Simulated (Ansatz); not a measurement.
Consider vertical energies of changing the electron count of BH₆O₃P, SMILES O[B-](O)(O)[PH3+] (Ansatz's Python interface).

The script reads `bh6o3p.xyz`:
```text
11

O    -1.16890    0.02390    1.34960
B    -0.02750   -0.33570    0.56450
O     1.11280   -0.31290    1.45030
O    -0.13200   -1.68910    0.02550
P     0.26790    0.89090   -0.87880
H    -1.98200    0.07650    0.70500
H     1.92940   -0.68620    0.94800
H    -0.94300   -1.64580   -0.59420
H     0.50080    2.19880   -0.28960
H     1.38730    0.49190   -1.58780
H    -0.87940    0.93090   -1.67190
```

`run_ip.py`
```python
'''Removing and adding an electron on BH6O3P at fixed geometry.'''

import ansatz


def total_energy(molecule, charge=0, unpaired=0):
    calc = (
        molecule.calculation()
        .basis(gaussian='def2-SVPD')
        .functional('pbe', dispersion='d4')
    )
    if charge:
        calc = calc.charge(charge)
    if unpaired:
        calc = calc.spin('collinear', total=unpaired)
    report = calc.run(threads=1, backend='cpu').report
    if report['published_state_doubts']:
        print('  doubts:', report['published_state_doubts'])
    return report['free_energy_ev']

mol = ansatz.Crystal.molecule_from_extxyz('bh6o3p.xyz')

# total-energy differences at one geometry
parent = total_energy(mol, 0, 0)
cation = total_energy(mol, 1, 1)
print(f'E(N)   = {parent:.5f} eV')
print(f'E(N-1) = {cation:.5f} eV  (1 unpaired)')
print(f'vertical ionisation energy {cation - parent:.3f} eV')
anion = total_energy(mol, -1, 1)
print(f'E(N+1) = {anion:.5f} eV  (1 unpaired)')
print(f'vertical electron affinity {parent - anion:.3f} eV' + ('' if anion < parent else ' (unbound in this basis)'))
print(f'fundamental gap IP - EA = {cation + anion - 2 * parent:.3f} eV')
```

What does it cost to change the electron count at this fixed geometry?

At this unrelaxed geometry removing an electron costs 9.09 eV and an added one is unbound in this basis (by 0.10 eV).

What the script printed:

`python run_ip.py` gives:
```text
E(N)   = -16186.72062 eV
E(N-1) = -16177.62773 eV  (1 unpaired)
vertical ionisation energy 9.093 eV
E(N+1) = -16186.61685 eV  (1 unpaired)
vertical electron affinity -0.104 eV (unbound in this basis)
fundamental gap IP - EA = 9.197 eV
```

Caveats:
- Total energies depend on the basis set; only differences at equal settings carry meaning.
- The geometry is a force-field or estimated start, not a minimum of this method, and the basis set is short of its limit. All parts are taken at fixed geometry, without zero-point energy. At an unrelaxed start these energies can be a whole eV from those at the minimum, and a small affinity can change sign.
- A negative electron affinity means that the anion is unbound here; its size hangs on the basis and tends to about zero as the basis grows, and so does its part in any gap built on it.
- Run time: 65 s on 1 thread of Arm Neoverse V1 (shared host), peak memory 0.53 GiB.
